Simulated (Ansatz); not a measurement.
**V2+ (quartet): energies up the ladder**

The task, for V2+ (quartet): energies up the ladder. Charge +1. Spin multiplicity 4.

Program: Ansatz 0.2.0. Level of theory: the levels named in each step. These are calculated values, not measurements.

## 1. Starting point

Bond lengths: V1–V2 2.736 Å.

Structure file:

```xyz
2

V     0.0000    0.0000    0.0000
V     0.0000    0.0000    2.7361
```

## 2. A rough first relaxation, PBE-D4/def2-SVP

input.yaml reads:

```yaml
crystal:
  periodic: [false, false, false]
  atoms:
    - { symbol: V, position_ang: [0.0, 0.0, 0.0] }
    - { symbol: V, position_ang: [0.0, 0.0, 2.7361] }
magnetization:
  spin_polarized: true
  initial_magnetization: 3
total_charge: 1
basis:
  gaussian: { orbitals: def2-SVP }
hamiltonian:
  xc: pbe
  dispersion: d4
relax:
  f_tol: 0.03
  max_steps: 200
```

Launch:

```bash
$ ansatz run input.yaml --threads 4 --pin off --max-ram 10240MiB --backend cpu --events-out ev --progress --plain --runs-dir out
```

The runs that follow: Relaxation, PBE0-D4/def2-TZVPP; Frequencies, PBE0-D4/def2-TZVPP; Single point, PBE-D4/def2-TZVPP; Single point, r2SCAN-D4/def2-TZVPP; Single point, B3LYP-D4/def2-TZVPP; Single point, wB97M-V/def2-TZVPP; Single point, B2PLYP/def2-TZVPP; Single point, LDA/def2-TZVPP; Single point, PBE0-D4/def2-SVP; Single point, PBE-D4/def2-SVP.

Q: Predict the outcome of this session. Wanted: V1–V2 at PBE0-D4/def2-TZVPP; frequencies at PBE0-D4/def2-TZVPP; energy at PBE-D4/def2-SVP.

As calculated:

```
                         quantity          value
      V1–V2 at PBE0-D4/def2-TZVPP        1.686 Å
frequencies at PBE0-D4/def2-TZVPP       687 cm⁻¹
        energy at PBE-D4/def2-SVP  -51347.515 eV
```

No mode is imaginary, so the geometry is a minimum. These totals serve in differences with atoms or fragments at the same level; alone they don't rank the methods. <S²> exceeds the pure value by up to 0.26: some mean fields break spin symmetry, which blurs their results.
